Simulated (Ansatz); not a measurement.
Task: a band structure of HfN, space group Fm-3m, with Ansatz 0.2.0, Python API. Give the script and its output. Settings: r2SCAN, PAW, cutoff 550 eV, 9×9×9 k-points, Fermi-Dirac smearing of 0.05 eV.

Contents of `hfn.vasp`:
```text
HfN
1.0
   0.00000000    2.25600000    2.25600000
   2.25600000    0.00000000    2.25600000
   2.25600000    2.25600000    0.00000000
Hf N
1 1
Direct
   0.00000000    0.00000000    0.00000000
   0.50000000    0.50000000    0.50000000
```

Script `bands.py`:
```python
"""Bands of HfN along a path through the zone."""

from collections import Counter
import json
import warnings

import ansatz as az
from ase.io import read
import numpy as np


def main() -> None:
    warnings.simplefilter("ignore", az.DeckWarning)

    atoms = read("hfn.vasp", format="vasp")
    hfn = az.Crystal.from_ase(atoms)

    # vertices of the path, as fractions of the reciprocal vectors
    path = [
        ("K", (0.375, 0.375, 0.75)),
        ("G", (0.0, 0.0, 0.0)),
        ("L", (0.5, 0.5, 0.5)),
        ("W", (0.5, 0.25, 0.75)),
        ("X", (0.5, 0.0, 0.5)),
    ]
    job = hfn.calculation()
    job = job.functional("r2SCAN")
    job = job.basis(550).accuracy("medium")
    job = job.kpoints(9)
    job = job.occupations("fermi_dirac", width=0.05)
    job = job.eigensolver("davidson")
    job = job.band_structure([point for _, point in path], intervals=10)
    job = job.scf(extra_bands=8).forces()
    res = job.run(events_out="events.ndjson")
    rep = res.report
    with open("events.ndjson") as stream:
        kinds = Counter(json.loads(line)["event"] for line in stream)
    print("events:", {kind: kinds[kind] for kind in ("scf_iter", "scf_done", "notice", "finished")})

    energy = rep["free_energy_ev"]
    print("F of the HfN cell: {:.6f} eV = {:.6f} Ry = {:.6f} Ha".format(energy, energy / 13.605693, energy / 27.211386))
    print("Fermi level {:.4f} eV, {} k-points, {} symmetry operations".format(rep["fermi_energy_ev"], rep["n_kpoints"], rep["n_symmetry_ops"]))

    # forces, one row an atom
    forces = np.array(rep["forces_ev_ang"])
    norms = np.linalg.norm(forces, axis=1)
    print("largest force {:.4f} eV/A on atom {}".format(norms.max(), norms.argmax()))
    print(np.array2string(forces, precision=4, suppress_small=True))

    bands = res.band_structure()
    fermi = bands.fermi_energy_ev
    print(f"zero of the bands: {fermi:.3f} eV, the Fermi level found on the SCF mesh")
    for spin, channel in enumerate(bands.channels):
        print("channel", spin, "- computed levels within 6 eV of the Fermi level")
        for i, (label, _) in enumerate(path):
            levels = channel.eigenvalues_ev[i * 10] - fermi
            print(f"  {label:3s}", " ".join(f"{e:7.3f}" for e in levels if abs(e) < 6))


if __name__ == "__main__":
    main()
```

`python bands.py` gives:
```text
events: {'scf_iter': 8, 'scf_done': 1, 'notice': 1, 'finished': 1}
F of the HfN cell: -16121.642806 eV = -1184.918902 Ry = -592.459451 Ha
Fermi level 24.1233 eV, 35 k-points, 48 symmetry operations
largest force 0.0000 eV/A on atom 1
[[-0.  0.  0.]
 [ 0. -0. -0.]]
zero of the bands: 24.123 eV, the Fermi level found on the SCF mesh
channel 0 - computed levels within 6 eV of the Fermi level
  K    -5.382  -0.869   3.990   4.528
  G    -3.319  -3.319  -3.319  -0.348  -0.348  -0.348   2.043   2.043   2.074
  L     3.382   3.786   3.786   4.672
  W    -5.919  -5.919   1.161   1.161   5.596   5.681
  X    -5.914  -4.052  -4.052  -3.919   4.184   5.580   5.580   5.847
```

The settings weren't tested for convergence. Spin is left out of this run. The mesh is modest for a metal, so energies can be off by several to tens of meV an atom and pressures by half a GPa or more; differences at equal mesh fare better. The zero of the levels is a convention of the potentials, so an absolute Fermi energy is no work function. The structure is a deposited one; some such entries were measured under pressure or heat, so a shift against it needn't be the functional's error alone. Gaps and levels are Kohn-Sham values on a finite set of k-points, without spin-orbit coupling. Hardware and time: 4.7 s on 1 thread of Arm Neoverse V2 (shared host), peak memory 0.47 GiB.
